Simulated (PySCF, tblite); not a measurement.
# C₃H₆Ge: geometry, infrared bands, NMR shifts and spin-spin couplings

What infrared bands, NMR shifts and spin-spin couplings should C₃H₆Ge (`[GeH3][CH]1C=C1`) show?

The runs use tblite 0.8.0 and PySCF 2.14.0, with density-fitted response routines of our own; the level of theory stands in each step. All values are computed, except where a source is named. Atoms count from 0, in the outputs and in this text.

**1. The molecule as given**

10 atoms, charge 0, multiplicity 1; geometry from: force field or distance geometry start.

Bonds of the start (Å): Ge0–C1 1.96, C1–C2 1.39, C2–C3 1.44, C3–C1 1.40, Ge0–H4 1.54, Ge0–H5 1.55, Ge0–H6 1.55, C1–H7 1.10, C2–H8 1.09, C3–H9 1.10.

**2. Geometry optimisation with GFN2-xTB**

The job: settings as JSON, then the geometry in Å.

```
{"job": {"kind": "relax", "xc": "GFN2-xTB", "basis": "xTB"}, "charge": 0, "multiplicity": 1}
Ge     1.345600    -0.046700    -0.428200
C     -0.464200     0.586500    -0.031900
C     -1.425100    -0.407200    -0.203500
C     -0.999300    -0.006000     1.114100
H      1.604200     0.115400    -1.937800
H      1.471200    -1.538000    -0.037300
H      2.365400     0.800000     0.368300
H     -0.782900     1.627300    -0.215100
H     -2.049600    -1.013000    -0.856500
H     -1.056400    -0.113600     2.205400
```

Run with:

```bash
$ OMP_NUM_THREADS=1 python probes_run.py task.json out
```

The driver reads the jobs from task.json and runs them one after another.

**Question.** This job is followed by: GFN2-xTB harmonic vibrations, gas phase; GIAO PBE0/pcSseg-1 NMR shielding, non-relativistic, gas phase; B3LYP/pcJ-1 Ge:pcSseg-1 indirect spin-spin coupling, non-relativistic, gas phase. What will the session give for the following? strongest single infrared mode (GFN2-xTB); zero-point energy (GFN2-xTB); ¹³C shifts against TMS (PBE0/pcSseg-1, means over atoms taken as alike); ¹H shifts against TMS (PBE0/pcSseg-1, means over atoms taken as alike); ⁷³Ge shifts against GeMe4 (PBE0/pcSseg-1); largest coupling of the table (B3LYP/pcSseg-1+pcJ-1).

As calculated:

| quantity | value |
| --- | --- |
| strongest single infrared mode (GFN2-xTB) | 2068 cm⁻¹, 509 km/mol |
| zero-point energy (GFN2-xTB) | 41.9 kcal/mol |
| ¹³C shifts against TMS (PBE0/pcSseg-1, means over atoms taken as alike) | 122.4, 4.0 ppm |
| ¹H shifts against TMS (PBE0/pcSseg-1, means over atoms taken as alike) | 7.47, 3.44, 1.06 ppm |
| ⁷³Ge shifts against GeMe4 (PBE0/pcSseg-1) | -222 ppm |
| largest coupling of the table (B3LYP/pcSseg-1+pcJ-1) | ¹J(C,H) C2–H8, 243.2 Hz |

The optimisation took 33 steps and gained 1.396 eV; among the close pairs (by a distance rule), C2–C3 changed most, from 1.442 to 1.294 Å. All 24 modes are real, so the xTB geometry is a minimum. The strongest single mode, at 2068 cm⁻¹, moves mainly H5. GFN2-xTB is a fitted tight-binding method: band positions and strengths are rough. Its intensities can rank the bands wrongly. The most deshielded carbon is C2, C3 (mean) (alkene CH), at 122.4 ppm: the olefinic region. The most deshielded hydrogen is H8, H9 (mean) (hydrogen on an alkene CH), at 7.47 ppm: olefinic region. In the run at B3LYP/pcSseg-1+pcJ-1, the largest coupling of the table is C2–H8 (mean over like pairs), 243.2 Hz, of which the Fermi-contact term gives 243.6 Hz. Couplings across rotatable bonds belong to this one conformer; where others are populated, the observed values are averages. Spin-orbit coupling is left out, which matters for shieldings and couplings at and beside the heavy atoms.
